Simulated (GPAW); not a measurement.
# Ti2B (I4/mcm) in GPAW: reference runs

Reference runs on Ti2B: the cell as given.

Program: GPAW 26.7.0. These are calculated values, not measurements. Logs are shortened: lines on timing, memory, paths and dates and some standing lists are left out, and cuts for length are marked. The log counts tension as positive stress, the text compression.

**1. Starting point**

It takes space group I4/mcm (No. 140, tetragonal). Conventional cell: a = 5.658 Å, b = 5.658 Å, c = 4.737 Å, α = 90.00°, β = 90.00°, γ = 90.00°. Ti (site symmetry m2m) has 4 B at 2.42 Å and 3 Ti at 2.63 to 2.74 Å as nearest neighbours. Around B (site symmetry 422) lie 2 B at 2.37 Å and 8 Ti at 2.42 Å.

The cell comes from a database or a generator and needn't be the stable form of this composition.

**2. Single point, PBEsol**

run.py reads:

```python
from ase import Atoms
from ase.dft.bandgap import bandgap
from ase.io import write
from ase.units import Bohr, GPa
from gpaw import GPAW, PW, setup_paths
from gpaw.elf import elf_from_dft_calculation

setup_paths.insert(0, '.')

atoms = Atoms(['Ti', 'Ti', 'Ti', 'Ti', 'B', 'B'],
              cell=[[-2.829069, 2.829069, 2.368265],
                    [2.829069, -2.829069, 2.368265],
                    [2.829069, 2.829069, -2.368265]],
              scaled_positions=[[0.1644, 0.3356, 0.5],
                                [0.8356, 0.6644, 0.5],
                                [0.3356, 0.8356, 0.1712],
                                [0.6644, 0.1644, 0.8288],
                                [0.25, 0.25, 0.0],
                                [0.75, 0.75, 0.0]],
              pbc=True)

calc = GPAW(mode=PW(800),
            xc='PBEsol',
            kpts={'size': (7, 7, 7), 'gamma': True},
            occupations={'name': 'fermi-dirac', 'width': 0.05},
            nbands=50,
            convergence={'density': 1e-05, 'energy': 1e-05},
            maxiter=150,
            txt='gpaw.txt')
atoms.calc = calc
energy = atoms.get_potential_energy()
forces = atoms.get_forces()
stress = atoms.get_stress()
calc.write('gs.gpw')
write('result.traj', atoms)
print(f'Energy: {energy:.6f} eV')
print('Forces (eV/A):')
print(forces.round(4))
print('Stress (GPa):', (stress / GPa).round(3))
print('Fermi level:', round(calc.get_fermi_level(), 4), 'eV')
print(f'Gap: {bandgap(calc)[0]:.4f} eV, direct: {bandgap(calc, direct=True)[0]:.4f} eV')

# fields on the real-space grid
write('density.cube', atoms, data=calc.get_pseudo_density() * Bohr**3)
write('potential.cube', atoms, data=calc.get_electrostatic_potential())
write('elf.cube', atoms, data=elf_from_dft_calculation(calc).data)
```

Potentials or basis: PAW data sets generated in the run's folder for this functional, pw.

On the command line:

```bash
$ gpaw-setup -f PBEsol B Ti
$ OMP_NUM_THREADS=1 python run.py
```

gpaw.txt:

```text
__  _  _
 | _ |_)|_||  |
 |__||  | ||/\| - 26.7.0

Input parameters:
  mode=PW(ecut=800.0),
  convergence={'density': 1e-05, 'energy': 1e-05},
  kpts=MonkhorstPack(size=(7, 7, 7), gamma=True),
  maxiter=150,
  nbands=50,
  occupations=Occupations(name='fermi-dirac', width=0.05),
  xc=XC(name='PBEsol')

Diagonalizing LCAO Hamiltonian
Converting LCAO to pw mode

       B   Ti

           Tii
       B    Ti

Atoms  # Å, Bohr magnetons
|   | symbol |        x |         y |         z |    initial magnetic moments |
|---|--------|----------|-----------|-----------|-----------------------------|
| 0 |     Ti | 1.898871 |  0.930198 |  0.000000 | ( 0.0000,  0.0000,  0.0000) |
| 1 |     Ti | 0.930198 |  1.898871 |  2.368265 | ( 0.0000,  0.0000,  0.0000) |
| 2 |     Ti | 1.898871 | -0.930198 |  2.368265 | ( 0.0000,  0.0000,  0.0000) |
| 3 |     Ti | 0.930198 |  3.759267 | -0.000000 | ( 0.0000,  0.0000,  0.0000) |
| 4 |      B | 0.000000 |  0.000000 |  1.184133 | ( 0.0000,  0.0000,  0.0000) |
| 5 |      B | 0.000000 | -0.000000 |  3.552398 | ( 0.0000,  0.0000,  0.0000) |

Unit cell  # Å
| periodic |         x |         y |         z |  lengths |     angles |
|----------|-----------|-----------|-----------|----------|------------|
|      yes | -2.829069 |  2.829069 |  2.368265 | 4.649295 | 105.038591 |
|      yes |  2.829069 | -2.829069 |  2.368265 | 4.649295 | 105.038591 |
|      yes |  2.829069 |  2.829069 | -2.368265 | 4.649295 | 118.754712 |

Number of symmetries: 8
Symmetry operations  # r_c * U_cc + t_c -> r_c
|   | kind |            matrix            |
|---|------|------------------------------|
| 0 |  C4  |  1, 1, 1,  0, 0,-1, -1, 0, 0 |
| 1 |  E   |  1, 0, 0,  0, 1, 0,  0, 0, 1 |
| 2 |  C2  |  0, 1, 0,  1, 0, 0, -1,-1,-1 |
| 3 |  S4  |  0, 0, 1, -1,-1,-1,  0, 1, 0 |
| 4 |  C4  |  0, 0,-1,  1, 1, 1,  0,-1, 0 |
| 5 |  σ   |  0,-1, 0, -1, 0, 0,  1, 1, 1 |
| 6 |  i   | -1, 0, 0,  0,-1, 0,  0, 0,-1 |
| 7 |  S4  | -1,-1,-1,  0, 0, 1,  1, 0, 0 |

BZ-sampling:
  Number of BZ points: 343
  Number of IBZ points: 52

  Monkhorst-Pack size: [7, 7, 7]
  Monkhorst-Pack shift: [0, 0, 0]

K-points  # in reciprocal-cell coordinates
|     |                                coordinates |     weight |
|-----|--------------------------------------------|------------|
|   0 | (  0.00000000,   0.00000000,   0.00000000) | 0.00291545 |
|   1 | (  0.14285714,  -0.14285714,   0.00000000) | 0.01166181 |
|   2 | (  0.14285714,  -0.14285714,   0.14285714) | 0.01166181 |
|   3 | (  0.14285714,   0.00000000,   0.00000000) | 0.02332362 |
|   4 | (  0.14285714,   0.14285714,  -0.14285714) | 0.00583090 |
|   5 | (  0.28571429,  -0.28571429,  -0.14285714) | 0.01166181 |
|   6 | (  0.28571429,  -0.28571429,   0.00000000) | 0.01166181 |
|   7 | (  0.28571429,  -0.28571429,   0.14285714) | 0.01166181 |
|   8 | (  0.28571429,  -0.28571429,   0.28571429) | 0.01166181 |
|   9 | (  0.28571429,  -0.14285714,  -0.14285714) | 0.02332362 |
| ... |                                            |            |
|  51 | (  0.42857143,   0.42857143,   0.42857143) | 0.02332362 |

Plane wave coefficients: 3912
Cutoff: 800.0 eV

Spin-components: 1 (collinear spins)
Bands:           50
Projectors:      34
Spin-degeneracy: 2
Datatype:        complex128

Parallelization:
  kpt:    1
  domain: 1
  band:   1

Density:
  Valence electrons: 54.0
  Components: 1
  Grid points: [32 32 32]
  Charge: 0.0  # |e|

Potential:
  Grid points: [32 32 32]

species:
  Ti:
    name:    Titanium
    Z:       22.0
    valence: 12
    core:    10
    charge:  0.0  # [|e|]
    compensation charges:
      type: gauss
      rc: 0.38  # [Å]
      lmax: 2
    cutoffs:
      filter: 2.23  # [Å]
      core: 1.02  # [Å]
    projectors
    | kind |    occ | energy [eV] | rcut [Å] |
    |------|--------|-------------|----------|
    |   3s |  2.000 |     -62.441 |    1.270 |
    |   4s |  2.000 |      -4.477 |    1.270 |
    |   3p |  6.000 |     -38.776 |    1.058 |
    |   4p |  0.000 |      -1.449 |    1.058 |
    |   3d |  2.000 |      -4.275 |    1.058 |
    |    d |        |      22.937 |    1.058 |

    Using partial waves for Ti as LCAO basis

  B:
    name:    Boron
    Z:       5.0
    valence: 3
    core:    2
    charge:  0.0  # [|e|]
    compensation charges:
      type: gauss
      rc: 0.20  # [Å]
      lmax: 2
    cutoffs:
      filter: 1.14  # [Å]
      core: 1.42  # [Å]
    projectors
    | kind |    occ | energy [eV] | rcut [Å] |
    |------|--------|-------------|----------|
    |   2s |  2.000 |      -9.361 |    0.635 |
    |   2p |  1.000 |      -3.555 |    0.635 |
    |    s |        |      17.850 |    0.635 |
    |    p |        |      23.657 |    0.635 |
    |    d |        |       0.000 |    0.635 |

    Using partial waves for B as LCAO basis

Reference energy: -94122.705283  # eV

eigensolver:
  PPCG
  Converge bands: occupied
  niter=2

density mixing:
  MSR1-Mixer
  Pratt-step length: 0.05
  Maximum mixing coefficient: 0.75
  Old densities: 10
  SVD Regularization: 0.005
  Good broyden scale: 1.0
  Trust region scale: 1.0
  Backstep threshold: 4.0
  History deletion threshold: 6.0
  Fourier metric: weight=20.0, sigma=0.015

occupation numbers:
  Fermi-Dirac:
    width: 0.0500  # eV

poisson solver:
  ecut: 6400.0  # eV

xc functional:
  name: PBEsol with 2 nearest neighbor stencil

convergence criteria:
- Maximum integral of absolute [dens]ity change: 1e-05 electrons / valence electron
- Maximum [total energy] change in last 3 cyles: 1e-05 eV / valence electron
- Maximum integral of absolute [eigenst]ate change: 4e-08 eV^2 / valence electron
maximum number of iterations: 150

SCF iterations
|iter     | |      energy | eigst |  dens |
|---------|-|-------------|-------|-------|
|iter:   1| |  -48.135943 | +0.18 |       |
|iter:   2| |  -47.345543 | -1.75 | -1.09 |
|iter:   3| |  -45.654378 | -0.79 | -1.14 |
|iter:   4| |  -45.596452 | -2.31 | -1.80 |
|iter:   5| |  -45.609606 | -3.09 | -2.12 |
|iter:   6| |  -45.609353 | -4.18 | -2.91 |
|iter:   7| |  -45.609419c| -5.31 | -3.64 |
|iter:   8| |  -45.609422c| -6.36 | -4.03 |
|iter:   9| |  -45.609424c| -7.15 | -4.54 |
|iter:  10| |  -45.609424c| -8.01c| -5.24c|

Converged in 10 steps
Energy contributions relative to reference atoms: (reference = -94122.705283)

Energy contributions:
  Kinetic:          34.751222
  Coulomb:         -33.942912
  Zero:              0.168813
  External:          0.000000
  Xc:              -46.563043
  Entropy:          -0.047009
  Spinorbit:         0.000000
  ----------------------------
  Free energy:     -45.632929
  Extrapolated:    -45.609424

dipole moment: (-8.724613, -8.724613, 7.303536)  # |e|*Ang

Fermi level: 8.943
Eigenvalues  # (at kpt = [0.000, 0.000, 0.000])
| band index |      eig [eV] | occ [0-2] |
|------------|---------------|-----------|
|          0 |       -46.964 |     2.000 |
|        ... |               |           |
|         20 |         7.093 |     2.000 |
|         21 |         7.093 |     2.000 |
|         22 |         7.785 |     2.000 |
|         23 |         8.121 |     2.000 |
|         24 |         8.121 |     2.000 |
|         25 |         8.132 |     2.000 |
[... 8 lines left out ...]
|         34 |        12.365 |     0.000 |
|         35 |        12.365 |     0.000 |
|        ... |               |           |
|         49 |        20.102 |     0.000 |

No gap
No difference between direct/indirect transitions

Forces  # eV/Ang
|        x |        y |        z |
|----------|----------|----------|
| -0.05296 |  0.05296 |  0.00000 |  # Ti   0
|  0.05296 | -0.05296 | -0.00000 |  # Ti   1
| -0.05296 | -0.05296 | -0.00000 |  # Ti   2
|  0.05296 |  0.05296 |  0.00000 |  # Ti   3
| -0.00000 |  0.00000 | -0.00000 |  # B    4
|  0.00000 |  0.00000 |  0.00000 |  # B    5

Stress tensor  # eV/Ang^3
|        x |         y |         z |
|----------|-----------|-----------|
| 0.026107 |  0.000000 |  0.000000 |
| 0.000000 |  0.026107 | -0.000000 |
| 0.000000 | -0.000000 |  0.026455 |

# Writing to gs.gpw (mode='')
```

Wall time 3.4 min (1 thread of Arm Neoverse V1, shared host); peak memory 0.41 GiB.

What came out:

| Property | Result |
| --- | --- |
| Free energy | -45.6329 eV |
| Pressure | -4.2 GPa |
| Largest force | 0.075 eV/Å |
| Band gap on the k mesh | none (metal or under the smearing width) |

Forces in eV/Å, atoms in the order of the input:
```
Ti  -0.053  0.053  0.000
Ti   0.053 -0.053  0.000
Ti  -0.053 -0.053  0.000
Ti   0.053  0.053  0.000
B    0.000  0.000  0.000
B    0.000  0.000  0.000
```
